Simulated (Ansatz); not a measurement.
# Sc4Ta: the cost of one run

Method: DFT PBE, scalar-relativistic, plane waves, PAW, in Ansatz 0.2.0.

### Step 1. The structure to begin with

It takes space group P6/mmm (No. 191, hexagonal). The conventional cell has a = 4.745 Å, b = 4.745 Å, c = 5.693 Å, α = 90.00°, β = 90.00°, γ = 120.00°. Around Sc (site symmetry mmm) lie 6 Sc at 2.37 Å. Sc (site symmetry 6/mmm) is surrounded by 6 Sc at 2.37 Å. Ta (site symmetry 6/mmm) has 2 Sc at 2.85 Å as nearest neighbours.

Coordinates:

```cif
data_structure
_symmetry_space_group_name_H-M 'P6/mmm'
_symmetry_Int_Tables_number 191
_cell_length_a 4.7452
_cell_length_b 4.7452
_cell_length_c 5.6933
_cell_angle_alpha 90.000
_cell_angle_beta 90.000
_cell_angle_gamma 120.000
_cell_volume 111.02
loop_
_atom_site_label
_atom_site_type_symbol
_atom_site_symmetry_multiplicity
_atom_site_Wyckoff_symbol
_atom_site_fract_x
_atom_site_fract_y
_atom_site_fract_z
_atom_site_occupancy
Sc1 Sc 3 f 0.50000 0.00000 0.00000 1
Sc2 Sc 1 a 0.00000 0.00000 0.00000 1
Ta1 Ta 1 b 0.00000 0.00000 0.50000 1
```

Recipe of the guess: random cell by space group and Wyckoff sites (P6/mmm, No. 191). Lengths come from tabulated atomic sizes and are only a guess.

### Step 2. The guess as it stands, on a coarse mesh

input.yaml

```yaml
crystal:
  lattice:
    - [4.74516438, 0.0, 0.0]
    - [-2.37258219, 4.1094329, 0.0]
    - [0.0, 0.0, 5.69332295]
  atoms:
    - { symbol: Sc, position: [0.5, 0.0, 0.0] }
    - { symbol: Sc, position: [0.0, 0.5, 0.0] }
    - { symbol: Sc, position: [0.5, 0.5, 0.0] }
    - { symbol: Sc, position: [0.0, 0.0, 0.0] }
    - { symbol: Ta, position: [0.0, 0.0, 0.5] }
basis:
  ecutwfc: 420
kpoints:
  mp_grid: { grid: [6, 6, 4] }
hamiltonian:
  xc: pbe
scf:
  occupations: { method: gaussian, width: 0.1 }
  lower_state_search: "off"
output:
  forces: true
  stress: true
  eigenvalues: true
```

Run with:

```sh
ansatz run input.yaml --threads 1 --pin off --max-ram 2560MiB --backend cpu --events-out ev --progress --plain --runs-dir out
```

**Question.** How long does this run take on 1 thread of Arm Neoverse V2, shared host, and how much memory does it need?

About 4.1 s, with a peak of 0.38 GiB.
